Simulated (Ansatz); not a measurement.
# BaCrF6: the cost of one run

Computed with Ansatz 0.2.0 (DFT PBEsol+U (U = 5 eV, J = 0.5 eV on Cr d), plane waves, PAW, unless a step's input says otherwise).

### 1 Starting point

The structure is trigonal, space group R-3m (No. 166). The conventional cell has a = 7.328 Å, b = 7.328 Å, c = 7.137 Å, α = 90.00°, β = 90.00°, γ = 120.00°. Ba (site symmetry -3m) is surrounded by 12 F at 2.70 to 3.00 Å. Around Cr (site symmetry -3m) lie 6 F at 1.83 Å. Around F (site symmetry m) lie 1 Cr at 1.83 Å.

Structure file:

```xyz
8
Lattice="3.6640 2.1154 2.3790 -3.6640 2.1154 2.3790 0.0000 -4.2308 2.3790" Properties=species:S:1:pos:R:3 pbc="T T T"
Ba    0.0000    0.0000    3.5685
Cr    0.0000    0.0000    0.0000
F    -2.3340    1.3475    3.3710
F     0.0000   -2.6950    3.3710
F     2.3340    1.3475    3.3710
F     2.3340   -1.3475    3.7660
F    -2.3340   -1.3475    3.7660
F     0.0000    2.6950    3.7660
```

An earlier series on this cell reached its lowest free state from «ferromagnetic start, free, default search», perhaps among other starts.

### 2 No spin polarisation

The input, input.yaml:

```yaml
crystal:
  lattice:
    - [3.66399882, 2.1154107, 2.37899982]
    - [-3.66399882, 2.1154107, 2.37899982]
    - [0.0, -4.2308214, 2.37899982]
  atoms:
    - { symbol: Ba, position: [0.5, 0.5, 0.5] }
    - { symbol: Cr, position: [0.0, 0.0, 0.0] }
    - { symbol: F, position: [0.26, 0.897, 0.26] }
    - { symbol: F, position: [0.26, 0.26, 0.897] }
    - { symbol: F, position: [0.897, 0.26, 0.26] }
    - { symbol: F, position: [0.74, 0.103, 0.74] }
    - { symbol: F, position: [0.103, 0.74, 0.74] }
    - { symbol: F, position: [0.74, 0.74, 0.103] }
basis:
  ecutwfc: 420
  ecutrho_ratio: 4
kpoints:
  mp_grid: { grid: [4, 4, 4] }
hamiltonian:
  xc: pbesol
  hubbard: { sites: [{ site: 1, l: d, u: 5.0, j: 0.5 }] }
scf:
  occupations: { method: gaussian, width: 0.05 }
  lower_state_search: "off"
  max_iter: 150
output:
  forces: true
  stress: true
  eigenvalues: true
  populations: true
  hubbard: { sites: [{ site: 1, l: d }] }
```

On the command line:

```sh
$ ansatz run input.yaml --threads 4 --pin off --max-ram 6144MiB --backend cpu --events-out ev --progress --plain --runs-dir out
```

Q: Estimate wall time and peak memory on 4 threads of Arm Neoverse V1, shared host.

About 2.5 s, with a peak of 0.5 GiB.
